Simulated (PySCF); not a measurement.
# C₅H₅BCl₂O: electronic excitations

Wanted: the electronic excitations of C₅H₅BCl₂O (`C=C1C(=O)C[C@H]1B(Cl)Cl`), by calculation.

Programs: PySCF 2.14.0, with density-fitted response routines of our own. Each step states its level of theory. These are calculated values for one molecule in the gas phase, unless marked as measured. Atoms count from 0, in the outputs and in this text.

## 1. Starting geometry

14 atoms, charge 0, multiplicity 1; geometry from: GFN2-xTB.

Bonds of the start (Å): C0–C1 1.32, C1–C2 1.48, C2–O3 1.20, C2–C4 1.52, C4–C5 1.55, C5–B6 1.59, B6–Cl7 1.72, B6–Cl8 1.71, C5–C1 1.53, C0–H9 1.08, C0–H10 1.08, C4–H11 1.09, C4–H12 1.09, C5–H13 1.09.

## 2. Ultraviolet spectrum: CAM-B3LYP/def2-SVPD

The job: settings as JSON, then the geometry in Å.

```
{"job": {"kind": "uv", "xc": "CAM-B3LYP", "basis": "def2-SVPD", "nstates": 8, "ntriplets": 3}, "charge": 0, "multiplicity": 1}
C     -1.335698    -1.099847    -1.134016
C     -0.758951    -0.168363    -0.393393
C     -1.238506     0.771393     0.648638
O     -2.304618     0.998658     1.144737
C      0.160405     1.333941     0.834140
C      0.671807     0.361100    -0.260190
B      1.709145    -0.775798     0.128160
Cl     2.336671    -1.798656    -1.102323
Cl     2.152068    -1.071342     1.757260
H     -2.392928    -1.289640    -1.050992
H     -0.781043    -1.693839    -1.842501
H      0.566109     1.163620     1.829530
H      0.246061     2.391656     0.595425
H      0.968801     0.876642    -1.176641
```

Method: TDDFT CAM-B3LYP/def2-SVPD, vertical, gas phase, core orbitals frozen in the response.

Run with:

```console
> OMP_NUM_THREADS=1 python probes_run.py task.json out
```

This one command runs all jobs of the session in turn.

Predict these results of the whole session: lowest singlet (CAM-B3LYP/def2-SVPD); brightest single state of those computed; lowest triplet.

As calculated:

| quantity | value |
| --- | --- |
| lowest singlet (CAM-B3LYP/def2-SVPD) | 3.65 eV (340 nm), f = 0.000 |
| brightest single state of those computed | state 2, 5.65 eV, f = 0.107 |
| lowest triplet | 3.17 eV |

What this shows: The first singlet state (HOMO→LUMO 0.88) lies at 3.65 eV and is dark; of the 8 states computed, the strongest absorption comes from state 2 at 5.65 eV. The lowest triplet lies 0.47 eV below the lowest singlet (triplets in Tamm-Dancoff, singlets in full TDDFT).
